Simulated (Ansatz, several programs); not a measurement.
CdSe (zincblende), relaxed with r2SCAN in Ansatz (plane waves, PAW): it is cubic, F-43m (No. 216); a = 6.136 Å in the conventional setting, 28.87 Å³ an atom. Cd is surrounded by 4 Se at 2.66 Å; Se is surrounded by 4 Cd at 2.66 Å. The cell was then scaled with its shape and fractional coordinates held. The values are computed, spin-unpolarised, and not measurements.

```
V (Å³/atom)  E (meV/atom)
     27.139         18.26
     28.872          0.00
     29.738          4.19
     30.604         15.41
```

(1) Pass a cubic E = c₀ + c₁u + c₂u² + c₃u³, with u = V − 29.088 Å³, through these points.

(2) Where is the minimum, and what bulk modulus follows?

(3) Predict the energy and the pressure at the withheld volume, 28.006 Å³.

## Answers

(1) c₀ = 0.31, c₁ = +2.621, c₂ = 5.378, c₃ = -0.3546 (meV and Å³).

(2) dE/du = 0 at u = -0.238, so V₀ = 28.85 Å³. B = V₀ d²E/dV² = 28.85 × (2c₂ + 6c₃u) = 28.85 × 11.263 = 325 meV/Å³, and 1 meV/Å³ is 0.16022 GPa: 52 GPa. A third-order Birch-Murnaghan fit to all five points gives 28.85 Å³ and 52 GPa.

(3) With u = -1.082: E ≈ 4.22 meV and P = −dE/dV ≈ +1.64 GPa. The run gives 4.20 meV and, from its stress, +1.64 GPa.
